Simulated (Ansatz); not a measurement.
# BrF₂HOZr: small, medium and large basis sets

An exercise on one series of results from a longer session: the logs are not shown, and one member is left open.

The runs use Ansatz 0.2.0, Gaussian basis; one geometry, several basis sets.

The runs, in order: PBE0-D4/def2-SVP; ωB97M-V/def2-SVP; PBE0-D4/def2-QZVPP; ωB97M-V/def2-QZVPP; the functionals' def2-TZVPP values are taken from earlier runs.

1 further run of the same task is left out (for a known fault of the program).

## The geometry

The geometry comes from an earlier relaxation with PBE0-D4 in a triple-zeta def2 set; it is a stationary point. Zr takes the def2 core potential; no spin-orbit term is included.

SMILES `[OH][Zr]([F])([F])[Br]`, 6 atoms, charge 0, spin multiplicity 1.

Atoms are counted from 1 here; the program's logs count them from 0.

Bond lengths: O1–Zr2 1.889 Å, O1–H6 0.954 Å, Zr2–F3 1.895 Å, Zr2–F4 1.895 Å, Zr2–Br5 2.513 Å. Angles: Zr2–O1–H6 178.2°, O1–Zr2–F3 109.2°, O1–Zr2–F4 109.2°, O1–Zr2–Br5 110.0°, F3–Zr2–F4 108.7°, F3–Zr2–Br5 109.9°, F4–Zr2–Br5 109.9°.

Coordinates:

```xyz
6

O    -0.9166    0.9994    0.4845
Zr    0.2963   -0.3507   -0.0393
F     1.9495   -0.0804    0.8467
F    -0.3951   -2.0403    0.4691
Br    0.6390   -0.2813   -2.5274
H    -1.5311    1.6894    0.7202
```

Set-up of the first run:

in.yaml reads:

```yaml
crystal:
  periodic: [false, false, false]
  atoms:
    - {symbol: O, position_ang: [-0.916612, 0.999419, 0.484518]}
    - {symbol: Zr, position_ang: [0.296260, -0.350706, -0.039302]}
    - {symbol: F, position_ang: [1.949526, -0.080423, 0.846661]}
    - {symbol: F, position_ang: [-0.395055, -2.040336, 0.469128]}
    - {symbol: Br, position_ang: [0.638955, -0.281342, -2.527405]}
    - {symbol: H, position_ang: [-1.531073, 1.689390, 0.720201]}
basis:
  gaussian: {orbitals: def2-SVP}
hamiltonian: {xc: pbe0, dispersion: d4}
output: {orbitals: {seedname: orbitals}}
```

On the command line:

```sh
> ansatz run in.yaml --threads 4 --pin off --events-out ev --progress --plain --max-ram 10444MiB
```

Among the steps run: PBE0-D4 in def2-SVP; ωB97M-V in def2-SVP; PBE0-D4 in def2-QZVPP; ωB97M-V in def2-QZVPP.

One table of the session follows, with a row left open; its other results are not shown here.

It belongs to the step «Density functionals: the series». 

```
functional       basis  HOMO (eV)
   PBE0-D4    def2-SVP      -8.71
   PBE0-D4  def2-TZVPP          ?
   PBE0-D4  def2-QZVPP      -8.81
   ωB97M-V    def2-SVP     -10.87
   ωB97M-V  def2-TZVPP     -10.99
   ωB97M-V  def2-QZVPP     -11.00
```

Estimate the missing values for PBE0-D4, def2-TZVPP.

**Answer.** HOMO (eV): -8.80. In the column «HOMO (eV)» it lies between PBE0-D4, def2-QZVPP (-8.81) and PBE0-D4, def2-SVP (-8.71).
